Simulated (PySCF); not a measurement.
# CH₇AlFN: NMR shifts and electronic excitations at several levels of theory, part 2 of 2

PySCF 2.14.0. Atoms count from 0.

## 9. Nuclear shieldings: PBE0/IGLO-III

Job settings and geometry (Å):

```
{"job": {"kind": "nmr", "xc": "PBE0", "basis": "IGLO-III", "pop": true}, "charge": 0, "multiplicity": 1}
C     -1.593955    -0.407917    -0.064786
Al    -0.112948     0.874738    -0.197291
N      1.532776    -0.319179     0.145674
F      0.143909     1.874066     1.148188
H     -1.619211    -0.921087     0.912708
H     -1.550204    -1.186129    -0.847365
H     -2.571825     0.089891    -0.179860
H      0.301657     1.539871    -1.594923
H      1.441620    -0.810871     1.036230
H      1.693190    -1.018382    -0.580596
H      2.370855     0.261859     0.204634
```

With the program's defaults for keys left out, this is: GIAO PBE0/IGLO-III NMR shielding, non-relativistic, gas phase.

Output:

```text
coarse grid: 9200 points
cycle   1  E = -439.1190144894  dE = -9.235e-02  |g| = 7.593e-01  |ddm| = 2.006e+00
cycle   2  E = -438.9969517438  dE =  1.221e-01  |g| = 1.195e+00  |ddm| = 1.061e+00
cycle   3  E = -439.2281592743  dE = -2.312e-01  |g| = 1.131e-01  |ddm| = 7.012e-01
cycle   4  E = -439.2303187324  dE = -2.159e-03  |g| = 4.611e-02  |ddm| = 7.148e-02
cycle   5  E = -439.2307646816  dE = -4.459e-04  |g| = 5.383e-03  |ddm| = 2.679e-02
cycle   6  E = -439.2307712700  dE = -6.588e-06  |g| = 1.094e-03  |ddm| = 4.368e-03
final grid: 83304 points
cycle   7  E = -439.2323528814  dE = -6.761e-05  |g| = 7.966e-03  |ddm| = 3.104e-02
cycle   8  E = -439.2323453562  dE =  7.525e-06  |g| = 9.904e-03  |ddm| = 8.055e-03
cycle   9  E = -439.2323656009  dE = -2.024e-05  |g| = 3.675e-04  |ddm| = 4.264e-03
cycle  10  E = -439.2323656099  dE = -8.966e-09  |g| = 2.683e-04  |ddm| = 2.399e-04
cycle  11  E = -439.2323656216  dE = -1.172e-08  |g| = 5.870e-05  |ddm| = 1.319e-04
cycle  12  E = -439.2323656220  dE = -4.400e-10  |g| = 1.326e-05  |ddm| = 2.724e-05
converged SCF energy = -439.2323656220

GIAO shielding tensors (ppm)
atom      isotropic    diamagn.    paramagn.     s11        s22        s33       span
  0 C      195.540     251.848     -56.308    191.640    194.624    200.357      8.717
  1 Al     431.899     800.562    -368.663    361.068    423.370    511.260    150.192
  2 N      230.239     317.641     -87.402    225.693    228.339    236.685     10.991
  3 F      365.744     475.024    -109.280    331.559    369.528    396.145     64.586
  4 H       32.261      30.325       1.936     28.618     29.829     38.335      9.717
  5 H       32.461      30.345       2.116     28.611     29.921     38.850     10.238
  6 H       31.859      28.686       3.172     28.123     28.701     38.752     10.629
  7 H       27.036      29.352      -2.316     24.375     24.531     32.204      7.829
  8 H       29.629      29.430       0.200     24.612     26.102     38.174     13.562
  9 H       29.905      29.313       0.592     24.421     25.912     39.382     14.961
 10 H       29.442      27.709       1.733     23.957     25.327     39.044     15.087
```

Run time: 26 s. Hardware: 1 thread of Arm Neoverse N1, shared host; peak memory 0.93 GiB.

Key values: δ C0 -11.8, Al1 53.0, N2 30.3, F3 -191.1, H7 4.34, H8 1.72 ppm (means over like atoms).

## 10. Nuclear shieldings: PBE0/pcSseg-0

Settings changed since step 9:

```diff
@@ -1,2 +1,2 @@
-{"job": {"kind": "nmr", "xc": "PBE0", "basis": "IGLO-III", "pop": true}, "charge": 0, "multiplicity": 1}
+{"job": {"kind": "nmr", "xc": "PBE0", "basis": "pcSseg-0", "pop": true}, "charge": 0, "multiplicity": 1}
 C     -1.593955    -0.407917    -0.064786
```

With the program's defaults for keys left out, this is: GIAO PBE0/pcSseg-0 NMR shielding, non-relativistic, gas phase.

Output:

```text
coarse grid: 9200 points
cycle   1  E = -438.3320395165  dE = -1.449e-01  |g| = 6.579e-01  |ddm| = 2.821e+00
cycle   2  E = -438.2655408636  dE =  6.650e-02  |g| = 9.467e-01  |ddm| = 1.907e+00
cycle   3  E = -438.4139588172  dE = -1.484e-01  |g| = 7.929e-02  |ddm| = 1.204e+00
cycle   4  E = -438.4150327984  dE = -1.074e-03  |g| = 3.519e-02  |ddm| = 1.154e-01
cycle   5  E = -438.4153256881  dE = -2.929e-04  |g| = 2.171e-03  |ddm| = 3.538e-02
cycle   6  E = -438.4153274828  dE = -1.795e-06  |g| = 4.140e-04  |ddm| = 4.552e-03
final grid: 83304 points
cycle   7  E = -438.4177661209  dE = -9.278e-06  |g| = 5.537e-03  |ddm| = 1.354e-02
cycle   8  E = -438.4177633080  dE =  2.813e-06  |g| = 6.808e-03  |ddm| = 1.130e-02
cycle   9  E = -438.4177722426  dE = -8.935e-06  |g| = 2.074e-04  |ddm| = 6.288e-03
cycle  10  E = -438.4177722493  dE = -6.617e-09  |g| = 1.134e-04  |ddm| = 3.253e-04
cycle  11  E = -438.4177722517  dE = -2.462e-09  |g| = 1.185e-05  |ddm| = 1.232e-04
cycle  12  E = -438.4177722517  dE = -2.910e-11  |g| = 5.474e-06  |ddm| = 1.497e-05
converged SCF energy = -438.4177722517

GIAO shielding tensors (ppm)
atom      isotropic    diamagn.    paramagn.     s11        s22        s33       span
  0 C      203.071     258.185     -55.114    199.503    201.852    207.858      8.355
  1 Al     418.932     791.326    -372.394    351.678    410.662    494.456    142.778
  2 N      236.957     316.773     -79.817    230.464    234.663    245.743     15.279
  3 F      373.000     473.929    -100.929    336.597    379.695    402.708     66.110
  4 H       33.711      31.930       1.781     29.753     31.235     40.144     10.391
  5 H       33.747      31.831       1.916     29.649     31.149     40.444     10.795
  6 H       33.305      31.107       2.199     29.277     29.938     40.700     11.423
  7 H       27.719      29.321      -1.601     24.513     25.252     33.393      8.880
  8 H       31.414      29.241       2.173     26.375     27.923     39.943     13.567
  9 H       31.539      29.213       2.326     26.041     27.654     40.922     14.881
 10 H       31.350      28.738       2.613     25.984     27.007     41.060     15.076
```

Run time: 5.8 s. Hardware: 1 thread of Arm Neoverse N1, shared host; peak memory 0.45 GiB.

Key values: δ C0 -9.6, Al1 57.0, N2 29.1, F3 -194.6, H7 5.11, H8 1.40 ppm (means over like atoms).

## 11. TDDFT and polarisability: HF/def2-SVPD

Settings changed since step 10:

```diff
@@ -1,2 +1,2 @@
-{"job": {"kind": "nmr", "xc": "PBE0", "basis": "pcSseg-0", "pop": true}, "charge": 0, "multiplicity": 1}
+{"job": {"kind": "uv", "xc": "HF", "basis": "def2-SVPD", "ip": true}, "charge": 0, "multiplicity": 1}
 C     -1.593955    -0.407917    -0.064786
```

With the program's defaults for keys left out, this is: TDDFT HF/def2-SVPD, vertical, gas phase, core orbitals frozen in the response.

Output:

```text
final grid: 83304 points
cycle   1  E = -437.5724041813  dE = -1.678e-01  |g| = 5.711e-01  |ddm| = 3.760e+00
cycle   2  E = -437.6349901279  dE = -6.259e-02  |g| = 3.440e-01  |ddm| = 8.186e-01
cycle   3  E = -437.6541372290  dE = -1.915e-02  |g| = 5.022e-02  |ddm| = 2.465e-01
cycle   4  E = -437.6550781113  dE = -9.409e-04  |g| = 8.345e-03  |ddm| = 1.387e-01
cycle   5  E = -437.6551094664  dE = -3.136e-05  |g| = 2.693e-03  |ddm| = 2.168e-02
cycle   6  E = -437.6551127393  dE = -3.273e-06  |g| = 8.589e-04  |ddm| = 7.398e-03
cycle   7  E = -437.6551131147  dE = -3.754e-07  |g| = 1.968e-04  |ddm| = 2.278e-03
cycle   8  E = -437.6551131367  dE = -2.202e-08  |g| = 4.922e-05  |ddm| = 5.441e-04
cycle   9  E = -437.6551131379  dE = -1.214e-09  |g| = 1.364e-05  |ddm| = 1.370e-04
cycle  10  E = -437.6551131380  dE = -8.060e-11  |g| = 3.102e-06  |ddm| = 2.960e-05
converged SCF energy = -437.6551131380

Static polarisability (au): isotropic 46.299, principal 43.038 46.004 49.855

Singlet excitations
state   eV       nm        f      main configurations
  1   7.8743    157.5   0.02716   H->L 0.78, H->L+2 0.09
  2   8.1617    151.9   0.13224   H->L+1 0.62, H->L+3 0.09
  3   8.5857    144.4   0.14951   H->L+2 0.54, H->L 0.09, H->L+5 0.09
  4   9.1367    135.7   0.05109   H-1->L 0.42, H->L+3 0.19, H->L+6 0.12
  5   9.5692    129.6   0.26318   H-1->L+1 0.39, H->L+6 0.14, H-1->L 0.12
  6   9.7112    127.7   0.00244   H->L+4 0.28, H->L+3 0.25
  7   9.8288    126.1   0.14197   H->L+4 0.23, H->L+3 0.14, H-1->L+1 0.09
  8  10.0904    122.9   0.03564   H-1->L+2 0.21, H->L+4 0.10, H-1->L 0.10
  9  10.1595    122.0   0.05531   H->L+5 0.24, H->L+8 0.23, H-1->L+2 0.12
 10  10.4172    119.0   0.06311   H->L+6 0.12, H->L+7 0.11, H->L+13 0.09

Triplet excitations (Tamm-Dancoff, eV): 7.2411 7.4608 7.7911 8.3288
Vertical ionisation energy (delta-SCF) = 9.0333 eV
```

Run time: 8.5 s. Hardware: 1 thread of Arm Neoverse N1, shared host; peak memory 0.6 GiB.

The orbitals next to the gap, with their largest atomic shares:

```csv
orbital,eV,atoms
HOMO−3,-14.15,"C0 49 %, H4 25 %, H5 14 %"
HOMO−2,-14.03,"C0 49 %, H6 24 %, H5 16 %"
HOMO−1,-12.08,"Al1 27 %, H7 27 %, C0 22 %"
HOMO,-10.50,"C0 33 %, Al1 26 %, H7 24 %"
LUMO,1.45,"Al1 54 %, H9 11 %, H10 9 %"
LUMO+1,2.82,"Al1 34 %, N2 10 %, H10 10 %"
LUMO+2,3.13,"Al1 35 %, C0 12 %, H9 11 %"
```

With each of the 10 states as a Gaussian band of 0.4 eV half-width at 1/e, the curve within the window shown has maxima at 148 nm (ε 8,900), 128 nm (ε 16,000) L/(mol cm). Beyond the last state computed it falls off for lack of states. The curve at chosen wavelengths:

```tsv
nm	ε (L/mol/cm)
116	1945
118	3977
120	6382
122	8981
125	13400
127	15821
129	16307
131	14350
133	10960
135	7767
138	5482
140	5701
142	6711
144	7840
146	8623
148	8904
151	8445
153	7616
155	6446
157	5083
159	3725
161	2540
164	1258
166	726
168	395
170	202
```

Further results of this job:

```
           property  computed
  dipole moment (D)      5.68
polarisability (Å³)      6.86
 HOMO–LUMO gap (eV)     11.95
      −ε(HOMO) (eV)     10.50
```

## 12. Side by side: NMR shifts

Shifts (ppm), means over like atoms, with basis size and wall time:

```csv
run,C0,H7,H8,H4,Al1,N2,F3,functions,time
PBE0/6-31G*,-8.1,4.90,1.28,-0.88,55.8,22.1,-155.4,74,7.9 s
"PBE0/6-311+G(2d,p)",-11.4,4.46,1.52,-0.84,61.7,29.6,-195.0,158,17 s
PBE0/def2-SVP,-10.1,4.16,1.56,-0.92,42.5,31.3,-147.8,95,9.1 s
PBE0/def2-TZVP,-11.3,4.43,1.54,-0.85,56.6,34.0,-178.7,172,20 s
PBE0/cc-pVDZ,-9.3,4.21,1.53,-0.84,51.4,32.5,-162.4,95,9.8 s
PBE0/cc-pVTZ,-11.3,4.23,1.74,-0.83,63.2,34.2,-175.5,222,29 s
PBE0/aug-cc-pVDZ,-10.2,4.48,1.72,-0.70,63.0,28.0,-185.2,159,18 s
PBE0/IGLO-III,-11.8,4.34,1.72,-0.82,53.0,30.3,-191.1,219,26 s
PBE0/pcSseg-0,-9.6,5.11,1.40,-0.76,57.0,29.1,-194.6,54,5.8 s
```

## 13. Outcome

This closing draws on all 2 parts.

```
                                                            quantity                        value
                                13C shifts against TMS (PBE0/6-31G*)                     -8.1 ppm
1H shifts against TMS (PBE0/6-31G*, means over atoms taken as alike)        4.90, 1.28, -0.88 ppm
                             27Al shifts against AlH4- (PBE0/6-31G*)                     55.8 ppm
                                15N shifts against NH3 (PBE0/6-31G*)                     22.1 ppm
                              19F shifts against CFCl3 (PBE0/6-31G*)                   -155.4 ppm
                                       lowest singlet (HF/def2-SVPD)  7.87 eV (157 nm), f = 0.027
                            brightest single state of those computed  state 5, 9.57 eV, f = 0.263
                                                      lowest triplet                      7.24 eV
                                   vertical ionisation energy (ΔSCF)                      9.03 eV
                                            range of the shift of F3         -195.0 to -147.8 ppm
```

Single values in the summary come from the first sound run of each kind (PBE0/6-31G*; HF/def2-SVPD), which need not be the best level. At PBE0/6-31G*: The widest tensor belongs to Al1: span 127 ppm, with a paramagnetic part of -315 ppm. The lowest singlet, at 7.87 eV, is HOMO→LUMO 0.78, HOMO→LUMO+2 0.09 and is weak; of the 10 states computed, the strongest absorption comes from state 5 at 9.57 eV. The lowest triplet lies 0.63 eV below the lowest singlet (triplets in Tamm-Dancoff, singlets in full TDDFT). At HF/def2-SVPD, the highest states lie near or above the ionisation energy, where they hang on the basis. The orbital energy would give 10.50 eV for ionisation, ΔSCF gives 9.03 eV. In ppm, F3 moves most: its shift spreads over 47.2 ppm, from -195.0 (PBE0/6-311+G(2d,p)) to -147.8 (PBE0/def2-SVP). Most of that comes from the computed reference, not from the atom's own shielding.
